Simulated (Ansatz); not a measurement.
# FGeH6NSi: the cost of one run

Program: Ansatz 0.2.0, Gaussian basis. Level of theory: the settings change from run to run. These are calculated values, not measurements.

## Step 1: The relaxed structure

The structure was relaxed beforehand with PBE0-D4 in a triple-zeta def2 set.

SMILES `F[SiH2][NH][GeH3]`, 10 atoms, charge 0, spin multiplicity 1.

Atoms are counted from 1 here; the program's logs count them from 0.

Bond lengths: F1–Si2 1.604 Å, Si2–N3 1.698 Å, Si2–H5 1.480 Å, Si2–H6 1.481 Å, N3–Ge4 1.846 Å, N3–H7 1.010 Å, Ge4–H8 1.533 Å, Ge4–H9 1.539 Å, Ge4–H10 1.538 Å. Angles: F1–Si2–N3 113.4°, F1–Si2–H5 105.8°, F1–Si2–H6 105.8°, N3–Si2–H5 108.7°, N3–Si2–H6 109.6°, H5–Si2–H6 113.6°, Si2–N3–Ge4 127.4°, Si2–N3–H7 117.0°, Ge4–N3–H7 114.6°, N3–Ge4–H8 106.0°, N3–Ge4–H9 110.6°, N3–Ge4–H10 108.9°, H8–Ge4–H9 110.8°, H8–Ge4–H10 111.2°, H9–Ge4–H10 109.4°.

## Step 2: r2SCAN50/def2-SVPD

This run has coordinates scaled by 1.05, high accuracy.

The input, in.yaml:

```yaml
crystal:
  periodic: [false, false, false]
  atoms:
    - {symbol: F, position_ang: [0.423852, 1.135622, -2.399789]}
    - {symbol: Si, position_ang: [-0.396390, 1.285324, -0.936333]}
    - {symbol: N, position_ang: [-0.638719, -0.268673, -0.097079]}
    - {symbol: Ge, position_ang: [0.616001, -1.192141, 1.056110]}
    - {symbol: H, position_ang: [0.489808, 2.198910, -0.044865]}
    - {symbol: H, position_ang: [-1.777425, 1.908572, -1.287318]}
    - {symbol: H, position_ang: [-1.480673, -0.845105, -0.384793]}
    - {symbol: H, position_ang: [1.784433, -0.132941, 1.379172]}
    - {symbol: H, position_ang: [1.214546, -2.496686, 0.313963]}
    - {symbol: H, position_ang: [-0.148283, -1.646642, 2.403978]}
basis:
  gaussian: {orbitals: def2-SVPD}
hamiltonian: {xc: {name: r2SCAN50}}
accuracy: high
output: {forces: true}
```

Launch:

```console
> ansatz run in.yaml --threads 4 --pin off --events-out ev --progress --plain --max-ram 10444MiB
```

What time and memory should one allow on 4 threads of INTEL XEON PLATINUM 8581C at 2.10GHz, shared host?

About 9.5 s, with a peak of 0.9 GiB.
